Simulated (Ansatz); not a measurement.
Runs of Ansatz 0.2.0 on Pd. The cell holds a slab with vacuum, 6 atoms: a = 2.751 Å, b = 2.751 Å, c = 24.724 Å, α = 90.00°, β = 90.00°, γ = 90.00°. The slab is cut from a database's or a generator's crystal, which needn't be the stable form of the element.

```csv
task,level,cell,cutoff (eV),basis error allowed,gap on the mesh (eV),largest force (eV/Å),work function (eV)
projected density of states,PBE,"the (1 0 0) slab of Pd, cut from the database cell, not relaxed",248,0.002 eV/atom,-,0.22,5.08
single point,PBE,"the (1 0 0) slab of Pd, cut from the database cell, not relaxed",267,0.001 eV/atom,none,0.22,5.08
single point,LDA,as given,248,0.002 eV/atom,none,0.54,5.49
single point,PBEsol,as given,248,0.002 eV/atom,none,0.25,(a)
```

Alike in all rows: potentials or basis all-electron LAPW, scalar-relativistic; no spin polarisation; k mesh 10 × 10 × 1; smearing fermi-dirac 0.05 eV.

Fill in the values left out.

(a) 5.20.

A k mesh can miss the band edges, and the runs leave out spin-orbit coupling on Pd.

A gap of «none» marks a metal or a gap under the smearing width.

Not every run made on this cell is shown here.
